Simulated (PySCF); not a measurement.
# C₄H₁₅OPSi₂: magnetic properties

Wanted: magnetic properties for C₄H₁₅OPSi₂ (`CC(C)(C)O[SiH2]P[SiH3]`).

Computed with PySCF 2.14.0 and routines of our own; the level stands in each step. Atoms count from 0.

## 1. The starting structure

23 atoms, charge 0, multiplicity 1; geometry from: GFN2-xTB.

## 2. Magnetic properties: GIAO HF/pcSseg-1

What the job is given:

```
{"job": {"kind": "mag", "xc": "HF", "basis": "pcSseg-1", "isotopologues": 2}, "charge": 0, "multiplicity": 1}
C     -2.003331     0.421275     1.304829
C     -1.612602    -0.072606    -0.086774
C     -2.482005     0.597525    -1.153928
C     -1.744718    -1.592172    -0.168781
O     -0.281233     0.311490    -0.365321
Si     1.120800    -0.063987     0.315041
P      2.511881     1.242433    -0.825390
Si     4.404568     0.578349     0.121141
H     -1.828204     1.491545     1.376676
H     -1.401873    -0.080107     2.058435
H     -3.053664     0.220386     1.496375
H     -2.173448     0.265937    -2.142005
H     -2.362038     1.676382    -1.100554
H     -3.528605     0.347125    -1.004795
H     -2.783335    -1.886365    -0.046553
H     -1.149570    -2.060191     0.610870
H     -1.388854    -1.941287    -1.134562
H      1.433989    -1.497653     0.213300
H      1.203442     0.279392     1.739861
H      2.618158     0.415590    -1.923763
H      4.474535     1.197953     1.442794
H      4.520191    -0.874052     0.279507
H      5.501162     1.050023    -0.723388
```

Method: GIAO HF/pcSseg-1 magnetisability, rotational g tensor and spin-rotation constants, non-relativistic, gas phase.

Launch:

```
$ OMP_NUM_THREADS=1 python excited_run.py task.json out
```

The driver reads the jobs from task.json and runs them one after another.

Output:

```text
final grid: 172400 points
cycle   1  E = -1153.4888844268  dE =  1.155e+00  |g| = 6.692e-01  |ddm| = 3.991e+00
cycle   2  E = -1153.5967036205  dE = -1.078e-01  |g| = 3.607e-01  |ddm| = 7.794e-01
cycle   3  E = -1153.6214422162  dE = -2.474e-02  |g| = 9.064e-02  |ddm| = 3.154e-01
cycle   4  E = -1153.6240034125  dE = -2.561e-03  |g| = 1.661e-02  |ddm| = 1.217e-01
cycle   5  E = -1153.6241162937  dE = -1.129e-04  |g| = 4.713e-03  |ddm| = 3.002e-02
cycle   6  E = -1153.6241290713  dE = -1.278e-05  |g| = 1.570e-03  |ddm| = 1.128e-02
cycle   7  E = -1153.6241307031  dE = -1.632e-06  |g| = 4.542e-04  |ddm| = 4.048e-03
cycle   8  E = -1153.6241308973  dE = -1.942e-07  |g| = 1.148e-04  |ddm| = 1.655e-03
cycle   9  E = -1153.6241309090  dE = -1.165e-08  |g| = 2.857e-05  |ddm| = 4.373e-04
cycle  10  E = -1153.6241309097  dE = -6.871e-10  |g| = 8.411e-06  |ddm| = 1.056e-04
converged SCF energy = -1153.6241309097

Magnetisability tensor (1e-30 J/T^2)
    -1977.99        8.23      -27.19
        8.23    -1866.70       -8.45
      -27.19       -8.45    -1915.04
isotropic -1919.91   principal values   -1988.30  -1907.74  -1863.69
isotropic susceptibility -115.620 1e-6 cm^3/mol

Inertial axes            a          b          c
rot. const./GHz      2.9739     0.4717     0.4527
chi total          -118.755   -113.962   -114.142
chi diamagnetic    -605.059  -2745.500  -2845.074
chi paramagnetic    486.304   2631.538   2730.932
quadrupole/D A        6.587     -5.765     -0.823
g nuclear            0.6495     0.5790     0.5763
g electronic        -0.6794    -0.5832    -0.5808
g total             -0.0299    -0.0042    -0.0046

Spin-rotation constants (kHz, H = +C I.J)
atom  isotope        aa         bb         cc
  6    31P        2.300      0.333      0.304
  8     1H       -0.299     -0.035     -0.012
  9     1H       -0.245     -0.003     -0.051
 10     1H        0.070     -0.056     -0.051
 11     1H       -0.320     -0.037     -0.004
 12     1H       -0.317     -0.025     -0.016
 13     1H        0.068     -0.052     -0.056
 14     1H        0.073     -0.055     -0.053
 15     1H       -0.244     -0.002     -0.053
 16     1H       -0.304     -0.046     -0.001
 17     1H       -0.262     -0.020     -0.002
 18     1H       -0.262     -0.025      0.000
 19     1H       -0.353     -0.055     -0.002
 20     1H       -0.271     -0.038      0.005
 21     1H       -0.270     -0.013     -0.018
 22     1H       -0.028     -0.026     -0.041
  0    13C*       0.495      0.072      0.058
  1    13C*       0.454      0.104      0.101
  4    17O*      -0.317     -0.043     -0.031
  5   29Si*      -1.446     -0.258     -0.276
  7   29Si*      -1.423     -0.230     -0.223
* in the singly substituted isotopologue

Isotopologues: g along a, b, c
2H    at 8,9,10,11,12,1    -0.0231    -0.0037    -0.0041
13C   at 0                 -0.0295    -0.0042    -0.0046
```

It took 83 s on 1 thread of Intel Xeon at 2.50GHz, shared host; peak memory 1.1 GiB.

In short:

| quantity | value |
| --- | --- |
| magnetisability | -1920·10⁻³⁰ J/T² |
| molar susceptibility | -115.6·10⁻⁶ cm³/mol |
| rotational g (a, b, c) | -0.0299, -0.0042, -0.0046 |

## 3. Magnetic properties: common gauge origin B3LYP/pcseg-1, grid 3

Settings changed since step 2:

```diff
@@ -1,2 +1,2 @@
-{"job": {"kind": "mag", "xc": "HF", "basis": "pcSseg-1", "isotopologues": 2}, "charge": 0, "multiplicity": 1}
+{"job": {"kind": "mag", "xc": "B3LYP", "basis": "pcseg-1", "grid": 3, "gauge": [0, 0, 0]}, "charge": 0, "multiplicity": 1}
 C     -2.003331     0.421275     1.304829
```

Method: common gauge origin B3LYP/pcseg-1 magnetisability, rotational g tensor and spin-rotation constants, non-relativistic, gas phase.

Output:

```text
coarse grid: 19608 points
cycle   1  E = -1156.8545335904  dE =  5.997e-01  |g| = 7.564e-01  |ddm| = 4.595e+00
cycle   2  E = -1156.6567279707  dE =  1.978e-01  |g| = 1.252e+00  |ddm| = 2.124e+00
cycle   3  E = -1156.9716263907  dE = -3.149e-01  |g| = 1.642e-01  |ddm| = 1.547e+00
cycle   4  E = -1156.9771499374  dE = -5.524e-03  |g| = 4.122e-02  |ddm| = 1.870e-01
cycle   5  E = -1156.9775656777  dE = -4.157e-04  |g| = 4.390e-03  |ddm| = 4.430e-02
cycle   6  E = -1156.9775715398  dE = -5.862e-06  |g| = 1.538e-03  |ddm| = 9.845e-03
final grid: 275216 points
cycle   7  E = -1157.0413887158  dE = -3.969e-05  |g| = 7.987e-03  |ddm| = 3.341e-02
cycle   8  E = -1157.0413784712  dE =  1.024e-05  |g| = 1.041e-02  |ddm| = 1.687e-02
cycle   9  E = -1157.0414048649  dE = -2.639e-05  |g| = 9.813e-04  |ddm| = 9.604e-03
cycle  10  E = -1157.0414050528  dE = -1.879e-07  |g| = 2.745e-04  |ddm| = 1.262e-03
cycle  11  E = -1157.0414050670  dE = -1.419e-08  |g| = 7.325e-05  |ddm| = 3.440e-04
cycle  12  E = -1157.0414050681  dE = -1.193e-09  |g| = 2.219e-05  |ddm| = 9.409e-05
cycle  13  E = -1157.0414050683  dE = -1.178e-10  |g| = 3.683e-06  |ddm| = 2.706e-05
converged SCF energy = -1157.0414050683

Magnetisability tensor (1e-30 J/T^2)
    -4832.94     2474.35     -238.65
     2474.35   -20779.62     -581.89
     -238.65     -581.89   -21198.05
isotropic -15603.54   principal values  -21719.53 -20639.49  -4451.59
isotropic susceptibility -939.667 1e-6 cm^3/mol

Inertial axes            a          b          c
rot. const./GHz      2.9739     0.4717     0.4527
chi total          -268.101  -1243.302  -1307.597
chi diamagnetic    -602.181  -2743.179  -2842.369
chi paramagnetic    334.080   1499.877   1534.771
quadrupole/D A        6.174     -5.231     -0.942
g nuclear            0.6495     0.5790     0.5763
g electronic        -0.4667    -0.3324    -0.3264
g total              0.1828     0.2466     0.2498

Spin-rotation constants (kHz, H = +C I.J)
atom  isotope        aa         bb         cc
  6    31P        3.003      0.309      0.317
  8     1H       -0.224     -0.114     -0.177
  9     1H       -0.112     -0.181     -0.184
 10     1H       -0.035      0.128      0.114
 11     1H       -0.186     -0.131     -0.079
 12     1H       -0.181     -0.137     -0.080
 13     1H       -0.200      0.169      0.149
 14     1H       -0.041      0.127      0.121
 15     1H       -0.090     -0.191     -0.169
 16     1H       -0.213     -0.115     -0.160
 17     1H       -0.043     -0.235     -0.169
 18     1H       -0.105     -0.244     -0.175
 19     1H       -0.343     -0.230     -0.156
 20     1H       -0.245      0.066      0.108
 21     1H       -0.075     -0.043     -0.019
 22     1H       -0.364      0.594      0.506
  0    13C*       0.402      0.050      0.035
  1    13C*       0.203      0.071      0.062
  4    17O*      -0.310      0.002      0.020
  5   29Si*      -1.741     -0.235     -0.248
  7   29Si*      -1.677     -0.269     -0.254
* in the singly substituted isotopologue
```

It took 68 s on 1 thread of Intel Xeon at 2.50GHz, shared host; peak memory 0.95 GiB.

The run ended normally, but its values are not to be used for the molecule: a common gauge origin replaces GIAOs, so the magnetic properties depend on where the origin lies.

## 4. What came out

| quantity | value |
| --- | --- |
| magnetisability (step 2, GIAO HF/pcSseg-1) | -1920·10⁻³⁰ J/T² |
| molar susceptibility (step 2, GIAO HF/pcSseg-1) | -115.6·10⁻⁶ cm³/mol |
| rotational g (a, b, c) (step 2, GIAO HF/pcSseg-1) | -0.0299, -0.0042, -0.0046 |
| runs | 0 failed, 1 ended on unsound input |

The values above hold for this geometry and these levels alone. Vibrational averaging and real surroundings are missing from these values.
